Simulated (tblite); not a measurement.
# C5H9FO2Si: the cost of one run

Programs: tblite 0.8.0 and PySCF 2.14.0, with density-fitted response routines of our own. Each step states its level of theory. These are calculated values for one molecule in the gas phase, unless marked as measured. Atoms count from 0, in the outputs and in this text.

### Step 1. Starting geometry

18 atoms, charge 0, multiplicity 1; geometry from: force field or distance geometry start.

Bonds of the start (Å): C0–O1 1.42, O1–Si2 1.68, Si2–C3 1.87, C3–C4 1.53, C4–C5 1.29, C5–O6 1.18, C4–C7 1.50, C7–F8 1.36, C0–H9 1.08, C0–H10 1.10, C0–H11 1.10, Si2–H12 1.47, Si2–H13 1.49, C3–H14 1.10, C3–H15 1.10, C7–H16 1.09, C7–H17 1.09.

### Step 2. Geometry optimisation with GFN2-xTB

The job: settings as JSON, then the geometry in Å.

```
{"job": {"kind": "relax", "xc": "GFN2-xTB", "basis": "xTB"}, "charge": 0, "multiplicity": 1}
C      1.307100     1.719400    -2.092400
O      0.459400     1.066000    -1.161700
Si     0.444600    -0.609900    -1.157500
C     -0.751800    -1.292000     0.110500
C     -0.564600    -0.763600     1.529500
C      0.205700    -1.348000     2.387800
O      0.917800    -1.866800     3.165900
C     -1.281100     0.509200     1.868800
F     -2.596100     0.401700     1.523100
H      2.348100     1.461700    -1.934200
H      1.189000     2.799200    -1.942200
H      0.992900     1.491100    -3.118500
H      1.803800    -1.086000    -0.869900
H      0.056600    -1.069900    -2.519000
H     -1.780600    -1.094400    -0.210700
H     -0.648500    -2.390600     0.140500
H     -1.245200     0.725600     2.940000
H     -0.865900     1.353500     1.328400
```

Launch:

```console
> OMP_NUM_THREADS=1 python probes_run.py task.json out
```

The driver reads the jobs from task.json and runs them one after another.

**Question.** How long does this first job take on 1 thread of Arm Neoverse N1, shared host?

About 1.4 s.
